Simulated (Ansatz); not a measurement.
# C2H8N2OSi: the cost of one run

Program: Ansatz 0.2.0. Level of theory: RHF/def2-SVP. These are calculated values, not measurements.

### 1 The structure to begin with

Bond lengths: N1–C2 1.304 Å, C2–C3 1.311 Å, C3–Si4 1.898 Å, Si4–N5 1.646 Å, Si4–O6 1.606 Å, N1–H7 1.054 Å, N1–H8 0.990 Å, C2–H9 1.066 Å, C3–H10 1.094 Å, Si4–H11 1.491 Å, N5–H12 0.981 Å, N5–H13 0.957 Å, O6–H14 0.957 Å. Angles (14 of 19 angles, heavy atoms first): N1–C2–C3 125.3°, C2–C3–Si4 127.7°, C3–Si4–N5 109.0°, C3–Si4–O6 113.0°, N5–Si4–O6 106.1°, N1–C2–H9 112.4°, C3–C2–H9 122.3°, C2–N1–H7 115.8°, C2–N1–H8 117.8°, C2–C3–H10 122.2°, Si4–C3–H10 110.1°, C3–Si4–H11 108.1°, N5–Si4–H11 108.7°, O6–Si4–H11 111.8°.

Coordinates:

```xyz
14

N    -2.7405    0.6777    0.3072
C    -1.6751   -0.0596    0.1583
C    -0.4439    0.3884    0.1235
Si    1.1523   -0.6204   -0.0649
N     2.1296    0.1237   -1.1601
O     2.0007   -0.7144    1.2957
H    -2.5757    1.6555    0.6659
H    -3.5159    0.2789    0.7762
H    -1.9052   -1.0991    0.0976
H    -0.2049    1.4477    0.2563
H     0.7890   -1.9697   -0.5856
H     1.6656    0.2450   -2.0155
H     2.8506   -0.4783   -1.3423
H     2.4605    0.0954    1.5164
```

### 2 Relaxing end A

Input file input.yaml:

```yaml
crystal:
  periodic: [false, false, false]
  atoms:
    - { symbol: "N", position_ang: [-2.7405, 0.6777, 0.3072] }
    - { symbol: C, position_ang: [-1.6751, -0.0596, 0.1583] }
    - { symbol: C, position_ang: [-0.4439, 0.3884, 0.1235] }
    - { symbol: Si, position_ang: [1.1523, -0.6204, -0.0649] }
    - { symbol: "N", position_ang: [2.1296, 0.1237, -1.1601] }
    - { symbol: O, position_ang: [2.0007, -0.7144, 1.2957] }
    - { symbol: H, position_ang: [-2.5757, 1.6555, 0.6659] }
    - { symbol: H, position_ang: [-3.5159, 0.2789, 0.7762] }
    - { symbol: H, position_ang: [-1.9052, -1.0991, 0.0976] }
    - { symbol: H, position_ang: [-0.2049, 1.4477, 0.2563] }
    - { symbol: H, position_ang: [0.789, -1.9697, -0.5856] }
    - { symbol: H, position_ang: [1.6656, 0.245, -2.0155] }
    - { symbol: H, position_ang: [2.8506, -0.4783, -1.3423] }
    - { symbol: H, position_ang: [2.4605, 0.0954, 1.5164] }
basis:
  gaussian: { orbitals: def2-SVP }
hamiltonian:
  xc: hf
relax:
  f_tol: 0.015
  max_steps: 40
```

Run with:

```
$ ansatz run input.yaml --threads 2 --pin off --max-ram 3072MiB --backend cpu --events-out ev --progress --plain --runs-dir out
```

Q: Estimate wall time and peak memory on 2 threads of Intel Xeon 6975P-C (Granite Rapids), shared host.

About 28 s, with a peak of 0.31 GiB.
